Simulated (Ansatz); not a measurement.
# AlO2: energy and stress against strain

Aim: for AlO2, strain the cell along the Voigt pattern (1, 1, 0, 0, 0, 0).

Program: Ansatz 0.2.0. Level of theory: DFT PBE+D3(BJ), scalar-relativistic, plane waves, PAW. These are calculated values, not measurements.

2 further runs of the same task are left out: 2 set aside as unsound or not needed.

### Step 1. The starting structure

The structure is orthorhombic, space group Cmcm (No. 63). The conventional cell has a = 2.956 Å, b = 10.612 Å, c = 3.635 Å, α = 90.00°, β = 90.00°, γ = 90.00°. Around Al (site symmetry m2m) lie 6 O at 1.86 to 2.00 Å. Around O (site symmetry m2m) lie 4 Al at 1.86 to 2.00 Å. O (site symmetry m2m) has 2 Al at 1.87 Å as nearest neighbours.

Structure file:

```
Al O
1.0
     1.47821   -5.30621    0.00000
     1.47821    5.30621    0.00000
     0.00000    0.00000    3.63534
Al O
2 4
Direct
  0.33237 0.66763 0.25000
  0.66763 0.33237 0.75000
  0.70479 0.29521 0.25000
  0.29521 0.70479 0.75000
  0.94094 0.05906 0.25000
  0.05906 0.94094 0.75000
```

It goes back to an entry of the Materials Project, which need not be the stable form.

It is the result of an earlier relaxation at this level (volume 9.50 Å³/atom; gap on the mesh: none (metal), site moments up to 0.7 μB).

### Step 2. The undisturbed cell

input.yaml

```yaml
crystal:
  lattice:
    - [1.4782141293, -5.3062068862, 0.0]
    - [1.4782141293, 5.3062068862, 0.0]
    - [0.0, 0.0, 3.6353360468]
  atoms:
    - { symbol: Al, position: [0.3323727375, 0.6676272625, 0.25] }
    - { symbol: Al, position: [0.6676272625, 0.3323727375, 0.75] }
    - { symbol: O, position: [0.7047888597, 0.2952111403, 0.25] }
    - { symbol: O, position: [0.2952111403, 0.7047888597, 0.75] }
    - { symbol: O, position: [0.9409365797, 0.0590634203, 0.25], spin: 0.8 }
    - { symbol: O, position: [0.0590634203, 0.9409365797, 0.75], spin: 0.8 }
basis:
  ecutwfc: 420
kpoints:
  mp_grid: { grid: [16, 16, 14] }
hamiltonian:
  xc: pbe
  dispersion: d3bj
scf:
  occupations: { method: gaussian, width: 0.15 }
output:
  forces: true
  stress: true
  eigenvalues: true
  populations: true
magnetization:
  spin_polarized: true
```

Run with:

```sh
$ ansatz run input.yaml --threads 1 --pin off --max-ram 2560MiB --backend cpu --events-out ev --progress --plain --runs-dir out
```

Log, shortened:

```text
Warning: RAYON_NUM_THREADS=1 ignored (pool sized by the plan → 1); use --threads N
[...]
Pseudopotentials: kind: paw
Pseudopotential: Al, paw, valence charge 3, recommended cutoff 420 eV (normal), Al.paw.azcp
Pseudopotential: O, paw, valence charge 6, recommended cutoff 420 eV (normal), O.paw.azcp
Functional definition: PBE
[...]
Crystal: 6 atoms, lattice volume = 57.029 Å³
Basis set: ecut = 420 eV, 1089 PW (Γ), exchange–correlation on 80×80×50 points (8 copies of the dense FFT grid, shifted against one another)
Bands: 22, of which v1, the nominal top of the filled ones, is band 15 counted from 1 (14 counted from 0)
Symmetry: 8 space group operations
Space group: Cmcm (ITA 63), of the structure as read, at distance tolerance 3.8e-5 Å
Magnetic group: BNS 63.457 (UNI 555), of the structure as read, at distance tolerance 3.8e-5 Å
k-points: 584 of 3584
[...]
Starting moments: Σ|m| = 1.6 μB on 2 of 6 sites
[...]
SCF iter   1: F=—  HF=-3350.394369 eV  |F-HF|=—  |Δ(HF+E_count)|=         —  Δρ=6.76e-2 (↑5.85e-2 ↓6.76e-2)  dr2=8.20e0  dr2_m=1.77e-1  M=1.387 μB ∫|m|=1.420 μB  β_m=0.30  ethr=3.10e-3  ⟨swp⟩=5.6  Hψ=128376  notcnv=0
[...]
spin=Collinear: Kerker preconditioning applied to the charge; magnetization (m = ρ↑ − ρ↓) channel mixes plain (no charge-response kernel on spin).
[...]
SCF converged after 11 iterations
Magnetization: 1.8436 μB (15.9218 up, 14.0782 down)
Absolute magnetization: 1.8967 μB (∫|ρ↑−ρ↓|, with the PAW one-centre terms)
Spin contamination: 0.0087 ħ² per cell (⟨S²⟩ above its minimum at these occupations)
Per-site moments (μB) at R_I (Å): [(-0.0008050940908401301, 0.7672331548612296), (-0.0008050940908401636, 0.7672331548612296), (0.08988258421022956, 0.7672331548612296), (0.0898825842102295, 0.7672331548612296), (0.7213020412440265, 0.7730945185034543), (0.7213020412440266, 0.7730945185034543)]
Free energy (F): -3348.323879 eV
[...]
E sigma→0 (E₀):  -3348.317947 eV
Entropy (-TS):   -0.011864 eV (-1.977 meV/atom)
Fermi energy:    5.789489 eV
[...]
--- Forces (eV/Å), atoms counted from 1 ---
  atom   1  Al    -0.00000000    -0.00760007    -0.00000000
  atom   2  Al     0.00000000     0.00760007     0.00000000
  atom   3  O     -0.00000000     0.00183040     0.00000000
  atom   4  O      0.00000000    -0.00183040    -0.00000000
  atom   5  O      0.00000000    -0.02255181    -0.00000000
  atom   6  O     -0.00000000     0.02255181     0.00000000
[...]
--- Stress (GPa, compression-positive) ---
       -0.070423      -0.000000      -0.000000
       -0.000000      -0.021606       0.000000
       -0.000000       0.000000       0.005619
  P = ⅓ Tr σ = -0.0288 GPa (-0.288 kbar)
--- Band table (eV; the first three rows and the last of 1168) ---
[... band rows left out ...]
[...]
--- Löwdin populations: 6 sites ---
  site symbol       q [e]    m [muB]
     0     Al      1.7041    -0.0248
     1     Al      1.7041    -0.0248
     2      O      6.7697     0.1039
     3      O      6.7697     0.1039
     4      O      6.4216     0.8427
     5      O      6.4216     0.8427
  spilling = 0.006972 (of n_electrons = 30.000000)
```

Wall time 2.2 min (1 thread of Arm Neoverse V1, shared host); peak memory 1.2 GiB.

Per atom:

```
atom  moment in the atom's sphere (μB)  Löwdin electrons
 Al1                              0.00              1.70
 Al2                              0.00              1.70
  O3                              0.09              6.77
  O4                              0.09              6.77
  O5                              0.72              6.42
  O6                              0.72              6.42
```

The Löwdin counts miss 0.21 of the 30 electrons, which the atomic orbitals do not span, so they are no charges.

The reference gives a free energy of -3348.3239 eV, pressure -0.03 GPa, largest force 0.023 eV/Å and gap on the mesh none (metal).

### Step 3. The scan: energy and stress against strain

The cell is strained by ε times the Voigt pattern (1, 1, 0, 0, 0, 0) (xx, yy, zz, yz, xz, xy; engineering shear), with fractional coordinates fixed (clamped ions). The stress on the pattern is the sum of the stress components weighted by it, tension positive.

### Step 4. ε = -0.0200

input.yaml: that of step 2 with these lines changed.

```diff
@@ -2,4 +2,4 @@
   lattice:
-    - [1.4782141293, -5.3062068862, 0.0]
-    - [1.4782141293, 5.3062068862, 0.0]
+    - [1.4486498467, -5.2000827485, 0.0]
+    - [1.4486498467, 5.2000827485, 0.0]
     - [0.0, 0.0, 3.6353360468]
```

Run with:

```sh
$ ansatz run input.yaml --threads 1 --pin off --max-ram 2560MiB --backend cpu --events-out ev --progress --plain --runs-dir out
```

Log, shortened:

```text
Warning: RAYON_NUM_THREADS=1 ignored (pool sized by the plan → 1); use --threads N
[...]
Pseudopotentials: kind: paw
Pseudopotential: Al, paw, valence charge 3, recommended cutoff 420 eV (normal), Al.paw.azcp
Pseudopotential: O, paw, valence charge 6, recommended cutoff 420 eV (normal), O.paw.azcp
Functional definition: PBE
[...]
Crystal: 6 atoms, lattice volume = 54.771 Å³
Basis set: ecut = 420 eV, 1053 PW (Γ), exchange–correlation on 80×80×50 points (8 copies of the dense FFT grid, shifted against one another)
Bands: 22, of which v1, the nominal top of the filled ones, is band 15 counted from 1 (14 counted from 0)
Symmetry: 8 space group operations
Space group: Cmcm (ITA 63), of the structure as read, at distance tolerance 3.8e-5 Å
Magnetic group: BNS 63.457 (UNI 555), of the structure as read, at distance tolerance 3.8e-5 Å
k-points: 584 of 3584
[...]
Starting moments: Σ|m| = 1.6 μB on 2 of 6 sites
[...]
Fermi energy:    6.242195 eV
[...]
--- Forces (eV/Å), atoms counted from 1 ---
  atom   1  Al    -0.00000000     0.17510654     0.00000000
  atom   2  Al     0.00000000    -0.17510654    -0.00000000
  atom   3  O      0.00000000     0.28675628     0.00000000
  atom   4  O     -0.00000000    -0.28675628    -0.00000000
  atom   5  O     -0.00000000    -0.59339283    -0.00000000
  atom   6  O      0.00000000     0.59339283     0.00000000
[...]
--- Stress (GPa, compression-positive) ---
       11.033586      -0.000000      -0.000000
       -0.000000       8.266153       0.000000
       -0.000000       0.000000       4.451195
  P = ⅓ Tr σ = 7.9170 GPa (79.170 kbar)
--- Band table (eV; the first three rows and the last of 1168) ---
[... band rows left out ...]
[...]
--- Löwdin populations: 6 sites ---
  site symbol       q [e]    m [muB]
     0     Al      1.6960    -0.0244
     1     Al      1.6960    -0.0244
     2      O      6.7694     0.1083
     3      O      6.7694     0.1083
     4      O      6.4282     0.8231
     5      O      6.4282     0.8231
  spilling = 0.007096 (of n_electrons = 30.000000)
```

Wall time 2.2 min (1 thread of Arm Neoverse V1, shared host); peak memory 1.1 GiB.

Per atom:

```
atom  moment in the atom's sphere (μB)  Löwdin electrons
 Al1                              0.00              1.70
 Al2                              0.00              1.70
  O3                              0.09              6.77
  O4                              0.09              6.77
  O5                              0.70              6.43
  O6                              0.70              6.43
```

The Löwdin counts miss 0.21 of the 30 electrons, which the atomic orbitals do not span, so they are no charges.

### Step 5. ε = 0.0150

input.yaml: that of step 4 with these lines changed.

```diff
@@ -2,4 +2,4 @@
   lattice:
-    - [1.4486498467, -5.2000827485, 0.0]
-    - [1.4486498467, 5.2000827485, 0.0]
+    - [1.5003873412, -5.3857999895, 0.0]
+    - [1.5003873412, 5.3857999895, 0.0]
     - [0.0, 0.0, 3.6353360468]
@@ -26,2 +26,6 @@
   populations: true
+  write_density: true
+  write_potential: true
+  elf: true
+  volumetric_format: npy
 magnetization:
```

Run with:

```sh
$ ansatz run input.yaml --threads 1 --pin off --max-ram 2560MiB --backend cpu --events-out ev --progress --plain --runs-dir out
```

Log, shortened:

```text
Warning: RAYON_NUM_THREADS=1 ignored (pool sized by the plan → 1); use --threads N
[...]
Pseudopotentials: kind: paw
Pseudopotential: Al, paw, valence charge 3, recommended cutoff 420 eV (normal), Al.paw.azcp
Pseudopotential: O, paw, valence charge 6, recommended cutoff 420 eV (normal), O.paw.azcp
Functional definition: PBE
[...]
Crystal: 6 atoms, lattice volume = 58.753 Å³
Basis set: ecut = 420 eV, 1141 PW (Γ), exchange–correlation on 80×80×50 points (8 copies of the dense FFT grid, shifted against one another)
Bands: 22, of which v1, the nominal top of the filled ones, is band 15 counted from 1 (14 counted from 0)
Symmetry: 8 space group operations
Space group: Cmcm (ITA 63), of the structure as read, at distance tolerance 3.9e-5 Å
Magnetic group: BNS 63.457 (UNI 555), of the structure as read, at distance tolerance 3.9e-5 Å
k-points: 584 of 3584
[...]
Starting moments: Σ|m| = 1.6 μB on 2 of 6 sites
[...]
Fermi energy:    5.467229 eV
[...]
--- Forces (eV/Å), atoms counted from 1 ---
  atom   1  Al     0.00000000    -0.12348569     0.00000000
  atom   2  Al     0.00000000     0.12348569     0.00000000
  atom   3  O      0.00000000    -0.16564083     0.00000000
  atom   4  O      0.00000000     0.16564083     0.00000000
  atom   5  O      0.00000000     0.33884533     0.00000000
  atom   6  O      0.00000000    -0.33884533     0.00000000
[...]
--- Stress (GPa, compression-positive) ---
       -6.790067       0.000000       0.000000
        0.000000      -5.079406       0.000000
        0.000000       0.000000      -3.040687
  P = ⅓ Tr σ = -4.9701 GPa (-49.701 kbar)
--- Band table (eV; the first three rows and the last of 1168) ---
[... band rows left out ...]
[...]
--- Löwdin populations: 6 sites ---
  site symbol       q [e]    m [muB]
     0     Al      1.7094    -0.0251
     1     Al      1.7094    -0.0251
     2      O      6.7701     0.1009
     3      O      6.7701     0.1009
     4      O      6.4171     0.8581
     5      O      6.4171     0.8581
  spilling = 0.006890 (of n_electrons = 30.000000)
```

Wall time 2.5 min (1 thread of Arm Neoverse V1, shared host); peak memory 1.2 GiB.

Per atom:

```
atom  moment in the atom's sphere (μB)  Löwdin electrons
 Al1                              0.00              1.71
 Al2                              0.00              1.71
  O3                              0.09              6.77
  O4                              0.09              6.77
  O5                              0.74              6.42
  O6                              0.74              6.42
```

The Löwdin counts miss 0.21 of the 30 electrons, which the atomic orbitals do not span, so they are no charges.

The maps below are laid out on this run's own conventional cell (a, b, c = 3.001, 10.772, 3.635 Å).

Density in a lattice plane of the grid's cell (edges 10.77 and 3.64 Å, at 0.000 of the third edge), which holds Al and O.

Ten even steps from '0' (0.03 e/Å³) to '9' (5.64 e/Å³):
```
100000000000000059400178
100000000000000059400178
000000010000000001000000
187100495000000000000000
187100495000000000000000
000000010000000001000000
```
Columns run along the first of these edges and rows up along the second, over one cell in 24 and 6 even steps from the bottom left corner. Atoms in the plane (fractional): Al at (0.67, 0.25), Al at (0.33, 0.75), O at (0.30, 0.25), O at (0.70, 0.75), O at (0.06, 0.25), O at (0.94, 0.75).

ELF in the same plane.

Ten even steps from ' ' (0.01) to '@' (0.82):
```
@@::                        ::%%@@##@@++..%%%%%%
@@::                        ::%%@@##@@++..%%%%%%
..==++::  ..==@@@@==          ==@@@@==..  ::++==
@@%%%%%%..++@@##@@%%::                        ::
@@%%%%%%..++@@##@@%%::                        ::
..==++::  ..==@@@@==          ==@@@@==..  ::++==
```
Columns run along the first of these edges and rows up along the second, over one cell in 24 and 6 even steps from the bottom left corner. Atoms in the plane (fractional): Al at (0.67, 0.25), Al at (0.33, 0.75), O at (0.30, 0.25), O at (0.70, 0.75), O at (0.06, 0.25), O at (0.94, 0.75).

Both are smooth fields of the valence electrons: close to the nuclei they are not physical.

Spin density (up less down) in a lattice plane of the grid's cell (edges 10.77 and 3.64 Å, at 0.000 of the third edge), which holds Al and O.

Values in e/Å³, 6 rows by 12 columns:
```
 0.19  0.00  0.00  0.00  0.00  0.00  0.00  0.00  0.08  0.06  0.01  0.96
 0.19  0.00  0.00  0.00  0.00  0.00  0.00  0.00  0.08  0.06  0.01  0.97
-0.01  0.07  0.00  0.00  0.00  0.00  0.00  0.00  0.00  0.00  0.00  0.07
 0.19  0.97  0.01  0.06  0.08  0.00  0.00  0.00  0.00  0.00  0.00  0.00
 0.19  0.96  0.01  0.06  0.08  0.00  0.00  0.00  0.00  0.00  0.00  0.00
-0.01  0.07  0.00  0.00  0.00  0.00  0.00  0.00  0.00  0.00  0.00  0.07
```
Columns run along the first of these edges and rows up along the second, over one cell in 12 and 6 even steps from the bottom left corner. Atoms in the plane (fractional): Al at (0.67, 0.25), Al at (0.33, 0.75), O at (0.30, 0.25), O at (0.70, 0.75), O at (0.06, 0.25), O at (0.94, 0.75).

The highest ELF values outside the cores: 0.88 on the O–Al line, 0.7 Å from O; 0.84 beside O, off the lines to its neighbours, 0.6 Å from O.

### Step 6. Point ε = -0.0100

input.yaml: that of step 5 with these lines changed.

```diff
@@ -2,4 +2,4 @@
   lattice:
-    - [1.5003873412, -5.3857999895, 0.0]
-    - [1.5003873412, 5.3857999895, 0.0]
+    - [1.463431988, -5.2531448173, 0.0]
+    - [1.463431988, 5.2531448173, 0.0]
     - [0.0, 0.0, 3.6353360468]
@@ -26,6 +26,2 @@
   populations: true
-  write_density: true
-  write_potential: true
-  elf: true
-  volumetric_format: npy
 magnetization:
```

Run with:

```sh
$ ansatz run input.yaml --threads 1 --pin off --max-ram 2560MiB --backend cpu --events-out ev --progress --plain --runs-dir out
```

Log, shortened:

```text
Warning: RAYON_NUM_THREADS=1 ignored (pool sized by the plan → 1); use --threads N
[...]
Pseudopotentials: kind: paw
Pseudopotential: Al, paw, valence charge 3, recommended cutoff 420 eV (normal), Al.paw.azcp
Pseudopotential: O, paw, valence charge 6, recommended cutoff 420 eV (normal), O.paw.azcp
Functional definition: PBE
[...]
Crystal: 6 atoms, lattice volume = 55.894 Å³
Basis set: ecut = 420 eV, 1069 PW (Γ), exchange–correlation on 80×80×50 points (8 copies of the dense FFT grid, shifted against one another)
Bands: 22, of which v1, the nominal top of the filled ones, is band 15 counted from 1 (14 counted from 0)
Symmetry: 8 space group operations
Space group: Cmcm (ITA 63), of the structure as read, at distance tolerance 3.8e-5 Å
Magnetic group: BNS 63.457 (UNI 555), of the structure as read, at distance tolerance 3.8e-5 Å
k-points: 584 of 3584
[...]
Starting moments: Σ|m| = 1.6 μB on 2 of 6 sites
[...]
Fermi energy:    6.012510 eV
[...]
--- Forces (eV/Å), atoms counted from 1 ---
  atom   1  Al    -0.00000000     0.07948073     0.00000000
  atom   2  Al     0.00000000    -0.07948073     0.00000000
  atom   3  O      0.00000000     0.13489112     0.00000000
  atom   4  O     -0.00000000    -0.13489112     0.00000000
  atom   5  O     -0.00000000    -0.29441296     0.00000000
  atom   6  O      0.00000000     0.29441296     0.00000000
[...]
--- Stress (GPa, compression-positive) ---
        5.149353      -0.000000      -0.000000
       -0.000000       3.884226       0.000000
       -0.000000       0.000000       2.170775
  P = ⅓ Tr σ = 3.7348 GPa (37.348 kbar)
--- Band table (eV; the first three rows and the last of 1168) ---
[... band rows left out ...]
[...]
--- Löwdin populations: 6 sites ---
  site symbol       q [e]    m [muB]
     0     Al      1.7002    -0.0246
     1     Al      1.7002    -0.0246
     2      O      6.7695     0.1061
     3      O      6.7695     0.1061
     4      O      6.4248     0.8328
     5      O      6.4248     0.8328
  spilling = 0.007032 (of n_electrons = 30.000000)
```

It took 2.2 min on 1 thread of Arm Neoverse V1, shared host; peak memory 1.1 GiB.

### Step 7. ε = 0.0050

input.yaml: that of step 6 with these lines changed.

```diff
@@ -2,4 +2,4 @@
   lattice:
-    - [1.463431988, -5.2531448173, 0.0]
-    - [1.463431988, 5.2531448173, 0.0]
+    - [1.4856051999, -5.3327379206, 0.0]
+    - [1.4856051999, 5.3327379206, 0.0]
     - [0.0, 0.0, 3.6353360468]
```

Run with:

```sh
$ ansatz run input.yaml --threads 1 --pin off --max-ram 2560MiB --backend cpu --events-out ev --progress --plain --runs-dir out
```

Log, shortened:

```text
[...]
SCF converged after 11 iterations
Magnetization: 1.8513 μB (15.9257 up, 14.0743 down)
Absolute magnetization: 1.9054 μB (∫|ρ↑−ρ↓|, with the PAW one-centre terms)
Spin contamination: 0.0087 ħ² per cell (⟨S²⟩ above its minimum at these occupations)
Per-site moments (μB) at R_I (Å): [(-0.00091332529131919, 0.7674060342007359), (-0.0009133252913192093, 0.7674060342007359), (0.08900670469850598, 0.7674060342007359), (0.089006704698506, 0.7674060342007359), (0.7274628620892584, 0.7769599910791362), (0.7274628620892583, 0.7769599910791362)]
Free energy (F): -3348.320002 eV
[...]
E sigma→0 (E₀):  -3348.314174 eV
Entropy (-TS):   -0.011655 eV (-1.943 meV/atom)
Fermi energy:    5.680457 eV
[...]
--- Forces (eV/Å), atoms counted from 1 ---
  atom   1  Al     0.00000000    -0.04811937     0.00000000
  atom   2  Al     0.00000000     0.04811937     0.00000000
  atom   3  O      0.00000000    -0.05811195     0.00000000
  atom   4  O      0.00000000     0.05811195     0.00000000
  atom   5  O      0.00000000     0.10389019     0.00000000
  atom   6  O      0.00000000    -0.10389019     0.00000000
[...]
--- Stress (GPa, compression-positive) ---
       -2.451073       0.000000       0.000000
        0.000000      -1.809199       0.000000
        0.000000       0.000000      -1.035623
  P = ⅓ Tr σ = -1.7653 GPa (-17.653 kbar)
--- Band table (eV; the first three rows and the last of 1168) ---
[... band rows left out ...]
[...]
--- Löwdin populations: 6 sites ---
  site symbol       q [e]    m [muB]
     0     Al      1.7060    -0.0249
     1     Al      1.7060    -0.0249
     2      O      6.7698     0.1029
     3      O      6.7698     0.1029
     4      O      6.4200     0.8478
     5      O      6.4200     0.8478
  spilling = 0.006944 (of n_electrons = 30.000000)
```

It took 2.2 min on 1 thread of Arm Neoverse V1, shared host; peak memory 1.2 GiB.

### Step 8. The scan collected

All points in order; energies are free energies above the reference cell:

```
      ε  ΔE (meV/atom)  stress on the pattern (GPa)  pressure (GPa)  moment (μB/cell)
-0.0200           10.8                       -19.30             7.9              1.81
-0.0100            2.6                        -9.03             3.7              1.83
 0.0000            0.0                         0.09             0.0              1.84
 0.0050            0.6                         4.26            -1.8              1.85
 0.0150            5.5                        11.87            -5.0              1.87
```

### Step 9. Summary of results

| quantity | value |
| --- | --- |
| slope of the stress at ε = 0, from the points at -0.0100, 0 and 0.0050 | 860 GPa |

What this shows: From the stress slope, C11 + C22 + 2 C12 is about 860 GPa with the ions clamped; letting the atoms relax could not make it stiffer. No sampled point lies below the undisturbed cell.
